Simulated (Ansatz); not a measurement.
# H2IOSi− (SMILES O[SiH-]I): functionals against CCSD(T) at one geometry

The task here is to estimate one member of a computed series from the others.

Method: single points in def2-TZVPPD; program: Ansatz 0.2.0, Gaussian basis.

Correlated methods freeze the cores. Filled d shells of the heavier atoms are correlated. Core potentials replace the inner electrons past krypton, and spin-orbit coupling is left out.

### Starting geometry

SMILES `O[SiH-]I`, 5 atoms, charge -1, spin multiplicity 1.

Atoms are counted from 1 here; the program's logs count them from 0.

Bond lengths: O1–Si2 1.763 Å, O1–H4 1.123 Å, Si2–I3 2.680 Å, Si2–H5 1.556 Å. Angles: Si2–O1–H4 99.6°, O1–Si2–I3 99.6°, O1–Si2–H5 90.9°, I3–Si2–H5 93.5°.

As a file:

```
O    -0.3265   -1.1404    0.2825
Si    0.4807    0.0546   -0.7312
I    -0.5027    2.2976    0.3559
H    -1.3646   -1.0739   -0.1396
H     1.7277    0.0376    0.1995
```

The first run:

run/in.yaml

```yaml
crystal:
  periodic: [false, false, false]
  atoms:
    - {symbol: O, position_ang: [-0.326500, -1.140400, 0.282500]}
    - {symbol: Si, position_ang: [0.480700, 0.054600, -0.731200]}
    - {symbol: I, position_ang: [-0.502700, 2.297600, 0.355900]}
    - {symbol: H, position_ang: [-1.364600, -1.073900, -0.139600]}
    - {symbol: H, position_ang: [1.727700, 0.037600, 0.199500]}
basis:
  gaussian: {orbitals: "def2-TZVPPD.json"}
total_charge: -1
correlation: {method: ccsd_t}
output: {forces: true}
```

The basis file named in the input lies beside it (Basis Set Exchange, JSON).

No record of the launch command was kept for these runs.

Steps of the session up to this table: CCSD(T)/def2-TZVPPD; PBE0-D4/def2-TZVPPD; wB97M-V/def2-TZVPPD; r2SCAN-D4/def2-TZVPPD; PBE-D4/def2-TZVPPD; r2SCAN0-D4/def2-TZVPPD; BHLYP-D4/def2-TZVPPD.

One of the session's tables, all rows but one given; the rest of the session is left out.

| method | RMS force component (eV/Å) | angle to CCSD(T) forces (°) |
| --- | --- | --- |
| CCSD(T) | 1.801 | reference |
| PBE0-D4 | 1.888 | 2.3 |
| wB97M-V | 1.874 | 1.2 |
| r2SCAN-D4 | 1.807 | 1.7 |
| PBE-D4 | 1.656 | 5.1 |
| r2SCAN0-D4 | 1.982 | 3.9 |
| BHLYP-D4 | ? | ? |

Q: Estimate the row for BHLYP-D4 from the others.

The run gave: RMS force component (eV/Å): 2.092; angle to CCSD(T) forces (°): 4.8. In the column «RMS force component (eV/Å)» it is the highest.
